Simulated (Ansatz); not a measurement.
**SiGeH₄+ (doublet): wave-function methods side by side, cc-pVDZ**

Aim: climb from Hartree-Fock through coupled cluster and multireference methods for SiGeH₄+ (doublet) at one geometry and basis, and see what each rung misses.

The runs use Ansatz 0.2.0, Gaussian basis; cc-pVDZ, core rule «outside noble gas», up to 19 orbitals frozen.

Plan: UHF; CCSD(T) on ROHF; CCSD(T) on UHF; BCCD(T) on ROHF; CISD; CCSDT(Q) on ROHF; CCSDT(Q) on UHF; CASSCF and NEVPT2, 11 electrons in 12 orbitals.

4 further runs of the same task are left out: 4 set aside as unsound or not needed.

### 1 The geometry

The geometry is a PBE0/def2-TZVP stationary point (not a proven minimum) of the parent state, kept for this charge and spin. No spin-orbit coupling is included. The filled d shell of Ge may be among the frozen orbitals whatever the setting's name suggests; the logs give the count.

6 atoms, charge 1, spin multiplicity 2.

Atoms are counted from 1 here; the program's logs count them from 0.

Bond lengths: Si1–Ge2 2.457 Å, Si1–H3 1.489 Å, Si1–H4 1.494 Å, Si1–H5 1.494 Å, Ge2–H6 1.593 Å. Angles: Ge2–Si1–H3 118.9°, Ge2–Si1–H4 107.4°, Ge2–Si1–H5 107.4°, H3–Si1–H4 107.9°, H3–Si1–H5 107.9°, H4–Si1–H5 106.6°, Si1–Ge2–H6 92.7°.

### 2 UHF

File in.yaml:

```yaml
crystal:
  periodic: [false, false, false]
  atoms:
    - {symbol: Si, position_ang: [0.000000, 0.027795, 1.712649]}
    - {symbol: Ge, position_ang: [0.000000, -0.030704, -0.744071]}
    - {symbol: H, position_ang: [0.000000, 1.348061, 2.400385]}
    - {symbol: H, position_ang: [1.197551, -0.733921, 2.178541]}
    - {symbol: H, position_ang: [-1.197551, -0.733921, 2.178541]}
    - {symbol: H, position_ang: [0.000000, 1.558094, -0.855589]}
basis:
  gaussian: {orbitals: cc-pVDZ}
total_charge: 1
magnetization: {spin_polarized: true, initial_magnetization: 1}
hamiltonian: {xc: hf}
output: {orbitals: {seedname: orbitals}}
```

Command:

```
$ ansatz run in.yaml --threads 1 --pin off --events-out ev --progress --plain --max-ram 4096MiB --backend cpu
```

Further steps of the session: CCSD(T) on ROHF; CCSD(T) on UHF; BCCD(T) on ROHF; CISD; CCSDT(Q) on ROHF; CCSDT(Q) on UHF; CASSCF and NEVPT2, 11 electrons in 12 orbitals.

Before running them: what should the planned runs give, taken together? Wanted: UCCSDT(Q) below the RHF energy; RMP2 from UCCSDT(Q); UMP2 from UCCSDT(Q); RCCSD from UCCSDT(Q); RCCSD(T) from UCCSDT(Q); UCCSD(T) from UCCSDT(Q); RCCSDT(Q) from UCCSDT(Q); NEVPT2 valence from UCCSDT(Q); T1 diagnostic.

The runs gave:

| quantity | value |
| --- | --- |
| UCCSDT(Q) below the RHF energy | -5.7763 eV |
| RMP2 from UCCSDT(Q) | +133.4 kJ/mol |
| UMP2 from UCCSDT(Q) | +133.7 kJ/mol |
| RCCSD from UCCSDT(Q) | +17.8 kJ/mol |
| RCCSD(T) from UCCSDT(Q) | +4.2 kJ/mol |
| UCCSD(T) from UCCSDT(Q) | +3.9 kJ/mol |
| RCCSDT(Q) from UCCSDT(Q) | +0.4 kJ/mol |
| NEVPT2 valence from UCCSDT(Q) | +99.0 kJ/mol |
| levels within 1 kcal/mol (43 meV) | UCCSD(T), BCCD(T), RCCSDT, UCCSDT, RCCSDT(Q) |
| T1 diagnostic | 0.027 |
| effectively unpaired electrons | 1.04 |

In words: RCCSD(T) misses by +4.2 kJ/mol, 0.8 % of the correlation energy. One determinant dominates. These misses are within one basis, not against nature; the frozen cores of restricted and unrestricted runs differ, which can shift their rows.
